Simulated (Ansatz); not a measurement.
# GaHO (singlet): from Hartree-Fock to the top rungs, cc-pVTZ

One table from this session's results is given with a row withheld; the runs are named, their logs left out.

Program: Ansatz 0.2.0, Gaussian basis. Level of theory: cc-pVTZ, core rule «outside noble gas», up to 15 orbitals frozen. These are calculated values, not measurements.

The runs, in order: UHF; CCSD(T) on RHF; BCCD(T) on RHF; CCSDT(Q) on RHF.

12 further runs of the same task are left out: 3 for a known fault of the program, 2 that didn't finish, 7 set aside as unsound or not needed.

### The system

The geometry is a PBE0/def2-TZVP stationary point (not a proven minimum). No spin-orbit coupling is included. The filled d shell of Ga may be among the frozen orbitals whatever the setting's name suggests; the logs give the count.

3 atoms, charge 0, spin multiplicity 1.

Atoms are counted from 1 here; the program's logs count them from 0.

Bond lengths: O1–Ga2 1.639 Å, Ga2–H3 1.524 Å. Angles: O1–Ga2–H3 180.0°.

Set-up of the first run:

Contents of in.yaml:

```yaml
crystal:
  periodic: [false, false, false]
  atoms:
    - {symbol: O, position_ang: [0.000000, 0.000000, 1.600600]}
    - {symbol: Ga, position_ang: [0.000000, 0.000000, -0.038400]}
    - {symbol: H, position_ang: [0.000000, 0.000000, -1.562200]}
basis:
  gaussian: {orbitals: cc-pVTZ}
magnetization: {spin_polarized: true, initial_magnetization: 0}
hamiltonian: {xc: hf}
output: {orbitals: {seedname: orbitals}}
```

Started as:

```sh
> ansatz run in.yaml --threads 1 --pin off --events-out ev --progress --plain --max-ram 2393MiB
```

Steps of the session up to this table: UHF; CCSD(T) on RHF; BCCD(T) on RHF; CCSDT(Q) on RHF.

One table of the session follows, with a row left open; its other results are not shown here.

It belongs to the step «Misses and costs». 

| method | from RCCSDT(Q) (meV) |
| --- | --- |
| RHF | +9482.4 |
| RMP2 | +377.4 |
| RCCSD | +537.2 |
| RCCSD(T) | +57.4 |
| BCCD(T) | +48.9 |
| RCCSDT | ? |
| RCCSDT(Q) | 0 |

Q: Estimate the row for RCCSDT from the others.

The run gave: from RCCSDT(Q) (meV): +53.3. In the column «from RCCSDT(Q) (meV)» it lies between BCCD(T) (+48.9) and RCCSD(T) (+57.4).

With the free atoms at the same levels and basis (separate runs), the atomisation energy is 7.263 eV at RCCSDT(Q), 7.223 eV at RCCSD(T), 3.502 eV at RHF.
